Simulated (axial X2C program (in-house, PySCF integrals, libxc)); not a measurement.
# WSi⁻: EOM-EA-CCSD levels

Wanted for WSi⁻: EOM-EA-CCSD levels, at the two-component level.

The runs use an in-house X2C program for linear molecules on PySCF integrals; two-component X2C with atomic mean-field terms, W dyall-acv3z, Si dyall-av3z.

All values are calculated.

## 1. The job

Input file task.json:

```json
{"zs": [74, 14], "q": -1, "bas": ["dyall-acv3z", "dyall-av3z"], "r0": 2.53, "eom": "ea", "thr": -2.0, "nmax": 92, "grid": [1, 0.96, 1.045, 0.92, 1.09, 1.15], "rq": 0}
```

Keys: zs atomic numbers; q charge; bas basis sets; r0 starting distance in Å; eom kind of EOM run; thr threshold in hartree for freezing inner shells (an s shell follows its p shell); nmax most natural virtual spinors; grid distances as factors.

Launch:

```bash
$ python soeom.py task.json out
```

The runs that follow: EOM-EA-CCSD at 2.308 Å.

**Question.** What will these runs give? Wanted: next root led by one particle; T1 of the reference; lowest state, Re and ωe.

As calculated:

| quantity | value |
| --- | --- |
| lowest root at 2.308 Å | Ω = 3/2, 1.529 eV |
| next root led by one particle | Ω = 1/2, about 6570 cm⁻¹ higher |
| T1 of the reference | 0.139 |
| lowest state, Re and ωe | 2.219 Å, 429 cm⁻¹ |

**Reading.** The added electron is bound by 1.53 eV in a spinor of 40% Si pπ, 30% W dπ, 19% W dδ. The closed-shell reference lies 1.12 eV above the lowest determinant found, so these energies count from an excited configuration. Errors of 0.1 to 0.3 eV are usual at this size, and roots led by higher excitations are left out, so the list is incomplete, and low states of that kind can be missing. T1 or the largest double amplitude of the reference is raised, which lowers the reliability. The bond is 0.037 Å shorter than in the closed-shell reference at CCSD (2.256 Å).
